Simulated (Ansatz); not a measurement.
**Pt: a tetragonal deformation path**

One table from this session's results is given with a row withheld; the runs are named, their logs left out.

Method: DFT PBEsol, scalar-relativistic, plane waves, PAW, in Ansatz 0.2.0.

## Starting point

The structure is cubic, space group Im-3m (No. 229). The conventional cell has a = 3.168 Å, b = 3.168 Å, c = 3.168 Å, α = 90.00°, β = 90.00°, γ = 90.00°. Pt (site symmetry m-3m) is surrounded by 8 Pt at 2.74 Å.

Coordinates:

```cif
data_structure
_symmetry_space_group_name_H-M 'Im-3m'
_symmetry_Int_Tables_number 229
_cell_length_a 3.1684
_cell_length_b 3.1684
_cell_length_c 3.1684
_cell_angle_alpha 90.000
_cell_angle_beta 90.000
_cell_angle_gamma 90.000
_cell_volume 31.81
loop_
_atom_site_label
_atom_site_type_symbol
_atom_site_symmetry_multiplicity
_atom_site_Wyckoff_symbol
_atom_site_fract_x
_atom_site_fract_y
_atom_site_fract_z
_atom_site_occupancy
Pt1 Pt 2 a 0.00000 0.00000 0.00000 1
```

It goes back to an entry of the Materials Project, which need not be the stable form.

No relaxation comes first: the listed cell is the starting point.

## Zero of energy

The reference gives a free energy of -12383.6868 eV, pressure -10.92 GPa, largest force 0.000 eV/Å and gap on the mesh none (metal). It was computed beforehand with the settings of the runs below.

Set-up of the first run:

At fixed volume and fractional coordinates, lengths along (0.000, 0.000, 1.000) are scaled against those across it; ρ is that ratio over its starting value.

Input file input.yaml:

```yaml
crystal:
  lattice:
    - [-1.778316346, 1.778316346, 1.2572696566]
    - [1.778316346, -1.778316346, 1.2572696566]
    - [1.778316346, 1.778316346, -1.2572696566]
  atoms:
    - { symbol: Pt, position: [0.0, 0.0, 0.0] }
basis:
  ecutwfc: 420
kpoints:
  mp_grid: { grid: [24, 24, 24] }
hamiltonian:
  xc: pbesol
scf:
  occupations: { method: gaussian, width: 0.15 }
output:
  forces: true
  stress: true
  eigenvalues: true
```

Launch:

```sh
$ ansatz run input.yaml --threads 1 --pin off --max-ram 2560MiB --backend cpu --events-out ev --progress --plain --runs-dir out
```

Among the steps run: ρ = 0.707; Point ρ = 1.414; ρ = 0.850; ρ = 1.200; At ρ = 0.780; At ρ = 1.300; ρ = 0.920; At ρ = 1.100; Point ρ = 0.650; At ρ = 1.500; Point ρ = 0.960; Point ρ = 1.050.

One table of the session follows, with a row left open; its other results are not shown here.

The scan, with free energies counted from the undisturbed cell:

| ρ | ΔE (meV/atom) | pressure (GPa) |
| --- | --- | --- |
| 0.650 | 453.6 | 13.5 |
| 0.707 | 69.0 | -1.4 |
| 0.780 | -96.0 | -10.0 |
| 0.850 | -77.3 | -11.8 |
| 0.920 | ? | ? |
| 0.960 | -5.4 | -11.0 |
| 1.000 | 0.0 | -10.9 |
| 1.050 | -6.8 | -11.1 |
| 1.100 | -22.2 | -11.4 |
| 1.200 | -58.2 | -12.3 |
| 1.300 | -88.6 | -13.3 |
| 1.414 | -104.4 | -13.8 |
| 1.500 | -93.4 | -13.4 |

**Question.** Estimate the row for ρ = 0.920.

Worked estimate for «ΔE (meV/atom)». A straight line through the neighbours (0.850, -77.3) and (0.960, -5.4) gives -77.3 + (-5.4 + 77.3) × (0.920 − 0.850) / (0.960 − 0.850) = -31.5; a parabola fitted to 4 rows on both sides gives -36.8.

**Answer.** ΔE (meV/atom): -22.5; pressure (GPa): -11.3. In «ΔE (meV/atom)» the line misses by -9.0 and the parabola by -14.3.
